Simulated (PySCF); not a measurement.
# CH4BClF− (SMILES [BH3-]C(F)Cl) at 3 levels

Wanted: a comparison of 3 runs (HF/pcseg-0, HF/pcseg-1, HF/pcseg-2) of CH4BClF−. Input form: a Python script.

Program for the calculation: PySCF 2.14.0.

## (1) The molecule

The species is CH4BClF− (8 atoms), meant as a singlet with charge -1. SMILES: `[BH3-]C(F)Cl`. The coordinates come from a GFN2-xTB relaxation.

Bond lengths: B1–C2 1.645 Å, C2–F3 1.386 Å, C2–Cl4 1.799 Å, B1–H5 1.206 Å, B1–H6 1.213 Å, B1–H7 1.212 Å, C2–H8 1.100 Å. Some angles: B1–C2–F3 114.9°, B1–C2–Cl4 113.9°, F3–C2–Cl4 104.8°, B1–C2–H8 113.8°, F3–C2–H8 104.8°, Cl4–C2–H8 103.4°, C2–B1–H5 110.5°, C2–B1–H6 105.4°, C2–B1–H7 107.1°, H5–B1–H6 111.4°.

## (2) Energy and one-electron properties at HF/pcseg-0 (run 1)

The input, input.py:

```python
# [BH3-]C(F)Cl
import numpy
from pyscf import gto, scf, lo

molecule = gto.Mole()
molecule.atom = '''
B     -0.813508     1.391840    -0.579371
C      0.585853    -1.091600     0.662803
F      2.711795    -0.556241     2.095933
Cl     1.637523    -3.369457    -1.630512
H      0.615087     2.506930    -1.961044
H     -1.443354     2.691537     1.200335
H     -2.654857     0.630734    -1.709994
H     -0.638557    -2.203723     1.921889
'''
molecule.verbose = 4
molecule.spin = 0
molecule.basis = 'pcseg-0'
molecule.unit = 'bohr'
molecule.charge = -1
molecule.max_memory = 1860
molecule.build()

mf = molecule.RHF()
mf.conv_tol = 1e-10
mf.kernel()
if not mf.converged:
    mf = mf.newton().run(mf.mo_coeff, mf.mo_occ)

e_tot = mf.e_tot
print('E(%s) = %.9f' % ('HF', e_tot))
dip = mf.dip_moment()
pop, q = mf.mulliken_pop()
quad = mf.quad_moment()
occ = mf.mo_coeff[:, mf.mo_occ > 0]
iaos = lo.vec_lowdin(lo.iao.iao(molecule, occ), mf.get_ovlp())
c = iaos.T @ mf.get_ovlp() @ occ
pop_iao, q_iao = scf.hf.mulliken_pop(lo.iao.reference_mol(molecule), (c * mf.mo_occ[mf.mo_occ > 0]) @ c.T, numpy.eye(c.shape[0]), verbose=0)
print('IAO charges', numpy.round(q_iao, 4))
```

Run with:

```bash
$ OMP_NUM_THREADS=1 python input.py
```

What it wrote:

```text
PySCF version 2.14.0

[... 64 lines left out ...]
converged SCF energy = -622.760512744649
[... 2 lines left out ...]
WARN: System has nonzero charge -1; the dipole moment is origin-dependent.
[... 2 lines left out ...]
Dipole moment(X, Y, Z, Debye): -1.34136, -0.83995,  1.81867
[... 60 lines left out ...]
IAO charges [-0.3984  0.1225 -0.3557 -0.2361 -0.0753 -0.0869 -0.0855  0.1154]
```

It took 0.88 s on 1 thread of Arm Neoverse V1, shared host; peak memory 0.12 GiB.

Atomic charges (e):

| atom | Mulliken | IAO |
| --- | --- | --- |
| B1 | +0.176 | -0.398 |
| C2 | -0.188 | +0.122 |
| F3 | -0.500 | -0.356 |
| Cl4 | -0.237 | -0.236 |
| H5 | -0.145 | -0.075 |
| H6 | -0.166 | -0.087 |
| H7 | -0.159 | -0.086 |
| H8 | +0.219 | +0.115 |

## (3) Energy and one-electron properties at HF/pcseg-1 (run 2)

The input, input.xyz:

```xyz
8

B     -0.430490     0.736530    -0.306590
C      0.310020    -0.577650     0.350740
F      1.435020    -0.294350     1.109120
Cl     0.866540    -1.783040    -0.862830
H      0.325490     1.326610    -1.037740
H     -0.763790     1.424300     0.635190
H     -1.404890     0.333770    -0.904890
H     -0.337910    -1.166160     1.017020
```

The input, run.py:

```python
import numpy
from pyscf import gto, scf, lo

mol = gto.Mole()
mol.atom = 'input.xyz'
mol.max_memory = 1860
mol.verbose = 3
mol.charge = -1
mol.basis = 'pcseg-1'
mol.build()

mf = scf.RHF(mol)
mf.conv_tol = 1e-10
mf.kernel()
if not mf.converged:
    mf = mf.newton().run(mf.mo_coeff, mf.mo_occ)

energy = mf.e_tot
print('E(%s) = %.9f' % ('HF', energy))
dip = mf.dip_moment()
pop, q = mf.mulliken_pop()
quad = mf.quad_moment()
occ = mf.mo_coeff[:, mf.mo_occ > 0]
iaos = lo.vec_lowdin(lo.iao.iao(mol, occ), mf.get_ovlp())
c = iaos.T @ mf.get_ovlp() @ occ
pop_iao, q_iao = scf.hf.mulliken_pop(lo.iao.reference_mol(mol), (c * mf.mo_occ[mf.mo_occ > 0]) @ c.T, numpy.eye(c.shape[0]), verbose=0)
print('IAO charges', numpy.round(q_iao, 4))
```

Run with:

```bash
$ OMP_NUM_THREADS=1 python run.py
```

What it wrote:

```text
converged SCF energy = -623.738961084535
E(HF) = -623.738961085

WARN: System has nonzero charge -1; the dipole moment is origin-dependent.
Location of origin: [0. 0. 0.]

Dipole moment(X, Y, Z, Debye): -1.15105, -0.81524,  1.71842
[... 92 lines left out ...]
IAO charges [-0.3836  0.1695 -0.3881 -0.2346 -0.0824 -0.0934 -0.0919  0.1044]
```

Run time: 1.6 s. Hardware: 1 thread of Arm Neoverse V1, shared host; peak memory 0.15 GiB.

Atomic charges (e):

| atom | Mulliken | IAO |
| --- | --- | --- |
| B1 | +0.208 | -0.384 |
| C2 | +0.193 | +0.170 |
| F3 | -0.467 | -0.388 |
| Cl4 | -0.334 | -0.235 |
| H5 | -0.205 | -0.082 |
| H6 | -0.234 | -0.093 |
| H7 | -0.235 | -0.092 |
| H8 | +0.075 | +0.104 |

## (4) The charge distribution at HF/pcseg-2 (run 3)

The input, input.py:

```python
import numpy
from pyscf import gto, scf, lo

mol = gto.M(
    atom='''
B     -0.430490     0.736530    -0.306590
C      0.310020    -0.577650     0.350740
F      1.435020    -0.294350     1.109120
Cl     0.866540    -1.783040    -0.862830
H      0.325490     1.326610    -1.037740
H     -0.763790     1.424300     0.635190
H     -1.404890     0.333770    -0.904890
H     -0.337910    -1.166160     1.017020
''',
    charge=-1,
    basis='pcseg-2',
    verbose=3,
    max_memory=1860,
    spin=0,
)

hf = scf.RHF(mol)
hf.conv_tol = 1e-10
hf.kernel()
if not hf.converged:
    hf = hf.newton().run(hf.mo_coeff, hf.mo_occ)

e_final = hf.e_tot
print('Final energy', e_final)
hf.analyze()
quad = hf.quad_moment()
occ = hf.mo_coeff[:, hf.mo_occ > 0]
iaos = lo.vec_lowdin(lo.iao.iao(mol, occ), hf.get_ovlp())
c = iaos.T @ hf.get_ovlp() @ occ
pop_iao, q_iao = scf.hf.mulliken_pop(lo.iao.reference_mol(mol), (c * hf.mo_occ[hf.mo_occ > 0]) @ c.T, numpy.eye(c.shape[0]), verbose=0)
print('IAO charges', numpy.round(q_iao, 4))
```

Run with:

```bash
$ OMP_NUM_THREADS=1 python input.py
```

What it wrote:

```text
converged SCF energy = -623.893069918956
[... 26 lines left out ...]
MO #25  energy= 0.318870950276077  occ= 0
[... 30 lines left out ...]
MO #56  energy= 1.24697263444939   occ= 0
[... 30 lines left out ...]
MO #87  energy= 2.52028300136094   occ= 0
[... 30 lines left out ...]
MO #118 energy= 4.11466783660009   occ= 0
[... 30 lines left out ...]
MO #149 energy= 5.24008651797434   occ= 0
[... 30 lines left out ...]
MO #180 energy= 33.9148867494694   occ= 0
[... 10 lines left out ...]
WARN: System has nonzero charge -1; the dipole moment is origin-dependent.
Location of origin: [0. 0. 0.]

Dipole moment(X, Y, Z, Debye): -1.02391, -0.84940,  1.68518
Traceless quadrupole moment (Debye*A):

IAO charges [-0.3829  0.176  -0.3973 -0.2285 -0.0844 -0.0952 -0.0914  0.1036]
```

Run time: 17 s. Hardware: 1 thread of Arm Neoverse V1, shared host; peak memory 1.1 GiB.

Atomic charges (e):

| atom | Mulliken | IAO |
| --- | --- | --- |
| B1 | +0.130 | -0.383 |
| C2 | +0.404 | +0.176 |
| F3 | -0.418 | -0.397 |
| Cl4 | -0.342 | -0.229 |
| H5 | -0.221 | -0.084 |
| H6 | -0.243 | -0.095 |
| H7 | -0.231 | -0.091 |
| H8 | -0.079 | +0.104 |

## (5) The series

| run | level | energy (Eh) | HOMO energy (eV) | LUMO energy (eV) | HOMO–LUMO gap (eV) | wall time |
| --- | --- | --- | --- | --- | --- | --- |
| 1 | HF/pcseg-0 | -622.760513 | -5.96 | 10.36 | 16.32 | 0.88 s |
| 2 | HF/pcseg-1 | -623.738961 | -6.00 | 9.03 | 15.03 | 1.6 s |
| 3 | HF/pcseg-2 | -623.893070 | -5.95 | 7.08 | 13.03 | 17 s |

## (6) Summary of results

| quantity | value |
| --- | --- |
| run 3: total energy | -623.89307 Eh |
| run 3: HOMO energy | -5.95 eV |
| run 3: LUMO energy | 7.08 eV |
| run 3: HOMO–LUMO gap (to an unbound level, set by the basis) | 13.03 eV |

**Reading.** The HOMO–LUMO gap runs from 13.03 eV (HF/pcseg-2) to 16.32 eV (HF/pcseg-0). The empty levels of an anion lie above zero and hang on the basis. All runs together took 19 s, the longest 17 s.
